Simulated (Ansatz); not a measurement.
# BeRhS3: the cost of one run

Computed with Ansatz 0.2.0 (DFT PBE, scalar-relativistic, plane waves, PAW, unless a step's input says otherwise).

### 1 Starting point

It takes space group Pm-3m (No. 221, cubic). The conventional cell has a = 4.223 Å, b = 4.223 Å, c = 4.223 Å, α = 90.00°, β = 90.00°, γ = 90.00°. Be (site symmetry m-3m) has 6 S at 2.11 Å in its first shell of neighbours. Rh (site symmetry m-3m) is surrounded by 12 S at 2.99 Å. S (site symmetry 4/mmm) is surrounded by 2 Be at 2.11 Å and 4 Rh at 2.99 Å.

Coordinates:

```cif
data_structure
_symmetry_space_group_name_H-M 'Pm-3m'
_symmetry_Int_Tables_number 221
_cell_length_a 4.2231
_cell_length_b 4.2231
_cell_length_c 4.2231
_cell_angle_alpha 90.000
_cell_angle_beta 90.000
_cell_angle_gamma 90.000
_cell_volume 75.32
loop_
_atom_site_label
_atom_site_type_symbol
_atom_site_symmetry_multiplicity
_atom_site_Wyckoff_symbol
_atom_site_fract_x
_atom_site_fract_y
_atom_site_fract_z
_atom_site_occupancy
Be1 Be 1 b 0.50000 0.50000 0.50000 1
Rh1 Rh 1 a 0.00000 0.00000 0.00000 1
S1 S 3 c 0.50000 0.00000 0.50000 1
```

The cell was relaxed beforehand at this level, from a database cell with other species swapped in; it needn't be the stable form of this composition. At a tolerance of 0.05 Å it has space group Pm-3m (No. 221); it has 15.06 Å³/atom, an uncorrected energy of +0.53 eV/atom over the elements.

### 2 Static run: bands, density of states and charges

input.yaml reads:

```yaml
crystal:
  lattice:
    - [4.223106079, 0.0, 0.0]
    - [0.0, 4.223106079, 0.0]
    - [0.0, 0.0, 4.223106079]
  atoms:
    - { symbol: Be, position: [0.5, 0.5, 0.5] }
    - { symbol: Rh, position: [0.0, 0.0, 0.0] }
    - { symbol: S, position: [0.5, 0.0, 0.5] }
    - { symbol: S, position: [0.0, 0.5, 0.5] }
    - { symbol: S, position: [0.5, 0.5, 0.0] }
basis:
  ecutwfc: 420
kpoints:
  mp_grid: { grid: [10, 10, 10] }
  band_path:
    path:
      - [[0.0, 0.0, 0.0], [0.0, 0.5, 0.0], [0.5, 0.5, 0.0], [0.0, 0.0, 0.0], [0.5, 0.5, 0.5], [0.0, 0.5, 0.0]]
      - [[0.5, 0.5, 0.5], [0.5, 0.5, 0.0]]
    npoints: 14
hamiltonian:
  xc: pbe
scf:
  occupations: { method: gaussian, width: 0.1 }
  n_extra_bands: 12
output:
  forces: true
  stress: true
  eigenvalues: true
  populations: true
  dos: { projected: true, de: 0.02, nscf_kmesh: { grid: [12, 12, 12] } }
  bader: true
  write_density: true
  write_potential: true
  elf: true
  volumetric_format: npy
```

Command:

```
> ansatz run input.yaml --threads 1 --pin off --max-ram 2560MiB --backend cpu --events-out ev --progress --plain --runs-dir out
```

**Question.** How long does this run take on 1 thread of AMD EPYC 7B13 (Zen 3), shared host, and how much memory does it need?

About 36 s, with a peak of 0.48 GiB.
